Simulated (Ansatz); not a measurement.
# CS2: the cost of one run

All numbers below are computed with Ansatz 0.2.0 (DFT PBEsol, plane waves, PAW, scalar-relativistic, no spin polarisation).

### 1 Starting point

The cell holds 24 atoms (C8S16): a = 9.283 Å, b = 9.283 Å, c = 9.283 Å, α = 90.00°, β = 90.00°, γ = 90.00°.

The coordinates stand in the first input below.

### 2 Preparing the start

Contents of input.yaml:

```yaml
accuracy: low
crystal:
  lattice:
    - [9.283178, 0.0, 0.0]
    - [0.0, 9.283178, 0.0]
    - [0.0, 0.0, 9.283178]
  atoms:
    - { symbol: S, position: [0.3481812, 0.8963189, 0.2459302] }
    - { symbol: C, position: [0.4530226, 0.9923332, 0.1561002] }
    - { symbol: S, position: [0.5578639, 1.0883475, 0.0662702] }
    - { symbol: S, position: [1.0707246, 0.1866894, 0.6006681] }
    - { symbol: C, position: [0.9100381, 0.1572236, 0.5607746] }
    - { symbol: S, position: [0.7493516, 0.1277578, 0.5208812] }
    - { symbol: S, position: [0.195149, 0.4577395, 0.7704368] }
    - { symbol: C, position: [0.0725347, 0.565411, 0.7297864] }
    - { symbol: S, position: [-0.0500796, 0.6730825, 0.689136] }
    - { symbol: S, position: [0.3399602, 0.6262433, 0.513328] }
    - { symbol: C, position: [0.4471371, 0.5979833, 0.6397968] }
    - { symbol: S, position: [0.554314, 0.5697233, 0.7662656] }
    - { symbol: S, position: [0.9585093, 0.8389574, 0.2431548] }
    - { symbol: C, position: [0.9419581, 0.6787276, 0.1948605] }
    - { symbol: S, position: [0.9254069, 0.5184977, 0.1465661] }
    - { symbol: S, position: [0.5610201, 0.4343195, 0.1531806] }
    - { symbol: C, position: [0.4645042, 0.3606264, 0.2695158] }
    - { symbol: S, position: [0.3679883, 0.2869332, 0.385851] }
    - { symbol: S, position: [-0.0410492, 0.0810623, 0.9294298] }
    - { symbol: C, position: [0.1177993, 0.0380838, 0.8947908] }
    - { symbol: S, position: [0.2766479, -0.0048948, 0.8601518] }
    - { symbol: S, position: [0.2478675, 0.7050535, 0.0143664] }
    - { symbol: C, position: [0.2370047, 0.5379076, 0.0293369] }
    - { symbol: S, position: [0.226142, 0.3707616, 0.0443074] }
basis:
  ecutwfc: 420.0
kpoints:
  mp_grid: { grid: [1, 1, 1] }
hamiltonian:
  xc: pbesol
scf:
  occupations: { method: fermi_dirac, width: 0.05 }
  lower_state_search: "off"
relax:
  f_tol: 0.3
  max_steps: 15
  adjacent_minimum: "off"
output:
  write_density: true
  write_potential: true
  elf: true
  volumetric_format: npy
```

Command:

```console
$ ansatz run input.yaml --threads 1 --pin off --max-ram 3072MiB --backend cpu --events-out ev --progress --plain --runs-dir out
```

**Question.** How long does this run take on 1 thread of Arm Neoverse V1, shared host, and how much memory does it need?

About 90 s, with a peak of 0.6 GiB.
